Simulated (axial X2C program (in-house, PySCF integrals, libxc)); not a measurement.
**A two-component session on TaN: properties at the nuclei**

Wanted for TaN: properties at the nuclei, at the two-component level.

The runs use an in-house X2C program for linear molecules on PySCF integrals; two-component X2C with atomic mean-field terms, Ta dyall-acv3z, N dyall-av3z.

All values are calculated.

### 1 Input

Contents of task.json:

```json
{
 "zs": [
  73,
  7
 ],
 "q": 0,
 "bas": [
  "dyall-acv3z",
  "dyall-av3z"
 ],
 "r0": 1.86,
 "levels": [
  "PBE0",
  "HF",
  "B3LYP"
 ],
 "nst": 1,
 "ff": 1,
 "thr": -3.5,
 "nmax": 130,
 "opt": {
  "ecut": 60
 }
}
```

Keys: zs atomic numbers; q charge; bas basis sets; r0 starting distance in Å; levels methods (HF also brings MP2); nst determinants followed; ff finite-field run; thr threshold in hartree for freezing inner shells (an s shell follows its p shell); nmax most natural virtual spinors; ecut virtual cutoff in hartree.

Started as:

```console
$ python soeom.py task.json out
```

Further steps of the session: Expectation values, lowest determinant; Finite-field coupled cluster.

What does the calculation give? Wanted: lowest determinant; qzz Ta; qzz N; μ (for each run or level that gives them).

The runs gave:

| quantity | value |
| --- | --- |
| lowest determinant | Ω = 0 (closed shell) |
| qzz Ta (a.u.), PBE0 | -10.15 |
| qzz N (a.u.), PBE0 | -0.69 |
| μ (D), PBE0 | -3.56 |
| qzz Ta (a.u.), CCSD(T) | -10.22 |
| qzz N (a.u.), CCSD(T) | -0.59 |
| μ (D), CCSD(T) | -3.43 |

**Reading.** The expectation values come from single determinants, which for open shells can mix terms of unlike spin or miss the lowest Ω, so a determinant need not be a state. qzz is the electric field gradient, eQq0 = 234.96 MHz × Q/barn × qzz; μ is positive if N is the positive end. The operators were transformed with the bare-nucleus X2C matrices. Correlation of the inner shells is missing, which matters for properties at the nucleus.
